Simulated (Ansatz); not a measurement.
# WSe: the cost of one run

Computed with Ansatz 0.2.0 (DFT PBE+U, scalar-relativistic, plane waves, PAW, unless a step's input says otherwise).

5 further runs of the same task are left out: 5 that didn't finish. Runs told in other sessions of the task aren't counted.

### 1 The starting structure

Symmetry: P6_3/mmc, No. 194, hexagonal system. Conventional cell: a = 4.121 Å, b = 4.121 Å, c = 6.855 Å, α = 90.00°, β = 90.00°, γ = 120.00°. W (site symmetry -3m) is surrounded by 6 Se at 2.93 Å. Se (site symmetry -6m2) has 6 W at 2.93 Å in its first shell of neighbours.

As a file:

```
W Se
1.0
     4.12149    0.00000    0.00000
    -2.06074    3.56931    0.00000
     0.00000    0.00000    6.85517
W Se
2 2
Direct
  0.00000 0.00000 0.00000
  0.00000 0.00000 0.50000
  0.33333 0.66667 0.25000
  0.66667 0.33333 0.75000
```

### 2 Volume nm: 1.04 V/V0

input.yaml reads:

```yaml
crystal:
  lattice:
    - [4.1214895073, 0.0, 0.0]
    - [-2.0607447536, 3.5693146148, 0.0]
    - [0.0, 0.0, 6.8551702542]
  atoms:
    - { symbol: W, position: [0.0, 0.0, 0.0] }
    - { symbol: W, position: [0.0, 0.0, 0.5] }
    - { symbol: Se, position: [0.3333333333, 0.6666666667, 0.25] }
    - { symbol: Se, position: [0.6666666667, 0.3333333333, 0.75] }
basis:
  ecutwfc: 420
kpoints:
  mp_grid: { grid: [12, 12, 6] }
hamiltonian:
  xc: pbe
  hubbard: { sites: [{ species: W, l: d, u_eff: 6.2 }] }
scf:
  occupations: { method: gaussian, width: 0.1 }
output:
  forces: true
  stress: true
  eigenvalues: true
  write_density: true
  write_potential: true
  elf: true
  volumetric_format: npy
```

The run is started by

```bash
ansatz run input.yaml --threads 1 --pin off --max-ram 2560MiB --backend cpu --events-out ev --progress --plain --runs-dir out
```

What time and memory should one allow on 1 thread of Intel Xeon Platinum 8488C (Sapphire Rapids), shared host?

About 74 s, with a peak of 0.82 GiB.
